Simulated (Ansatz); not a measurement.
# Sr2SO: the band gap up the ladder of functionals

The task here is to estimate one member of a computed series from the others.

Code: Ansatz 0.2.0. PAW datasets, plane waves. No spin polarisation and no zero-point or thermal motion; the cell was built from a prototype and may be hypothetical.

## The cell

The cell was relaxed beforehand with r2SCAN.

The symmetry is P4/mmm (No. 123, tetragonal); conventional cell a = 4.021 Å, c = 5.692 Å, 23.01 Å³ an atom. Around O lie 6 Sr at 2.84–2.85 Å; around Sr lie 4 S at 2.84 Å and 2 O at 2.85 Å; around S lie 6 Sr at 2.84–2.85 Å; around Sr lie 4 O at 2.84 Å and 2 S at 2.85 Å.

Structure file:

```
O Sr S
1.0
     4.02088    0.00000    0.00000
     0.00000    4.02088    0.00000
     0.00000    0.00000    5.69189
O Sr S
1 2 1
Direct
  0.00000 0.00000 0.00000
  0.00000 0.00000 0.50000
  0.50000 0.50000 0.00000
  0.50000 0.50000 0.50000
```

The first run:

input.yaml reads:

```yaml
crystal:
  lattice:
    - [4.0208837457, 0.0, 0.0]
    - [0.0, 4.0208837457, 0.0]
    - [0.0, 0.0, 5.6918926675]
  atoms:
    - { symbol: O, position: [0.0, 0.0, 0.0] }
    - { symbol: Sr, position: [0.0, 0.0, 0.5] }
    - { symbol: S, position: [0.5, 0.5, 0.5] }
    - { symbol: Sr, position: [0.5, 0.5, 0.0] }
kpoints:
  mp_grid: { grid: [6, 6, 4] }
  band_path:
    path:
      - [[0.0, 0.0, 0.0], [0.0, 0.5, 0.0], [0.5, 0.5, 0.0], [0.0, 0.0, 0.0], [0.0, 0.0, 0.5], [0.0, 0.5, 0.5], [0.5, 0.5, 0.5], [0.0, 0.0, 0.5]]
      - [[0.0, 0.5, 0.0], [0.0, 0.5, 0.5]]
      - [[0.5, 0.5, 0.0], [0.5, 0.5, 0.5]]
    npoints: 10
hamiltonian:
  xc: pbe
scf:
  occupations: { method: fermi_dirac, width: 0.02 }
  n_extra_bands: 5
output:
  forces: true
  stress: true
  eigenvalues: true
```

Steps of the session up to this table: Band structure with PBE; r2SCAN; Single point with HSE06; PBE+SOC; Quasiparticle levels, G0W0@PBE; PBE0 at the same geometry.

One table of the session follows, with a row left open; its other results are not shown here.

| level | gap (eV) |
| --- | --- |
| PBE | 2.20 |
| r2SCAN | 2.62 |
| HSE06 | 3.41 |
| PBE+SOC | ? |
| G0W0@PBE (274 empty bands) | 3.35 |
| PBE0 | 4.14 |

**Question.** Estimate the row for PBE+SOC.

**Answer.** gap (eV): 2.18. In the column «gap (eV)» it is the lowest.

Meshes: PBE 6×6×4, r2SCAN 6×6×4, HSE06 4×4×4, PBE+SOC 6×6×4, PBE0 4×4×4

The gap runs from 2.18 eV (PBE+SOC) to 4.14 eV (PBE0). Against G0W0@PBE, PBE is short by 1.15 eV, at 66 % of it, and r2SCAN 78 %. PBE0 lies 0.73 eV above HSE06, which differs from it by screening the long-range exchange. The G0W0 figures hold for the stated bands, cutoff and mesh and aren't extrapolated.

Caveats from the session: Warnings in the runs' records: stress exchange threshold loose, stress scf threshold loose.
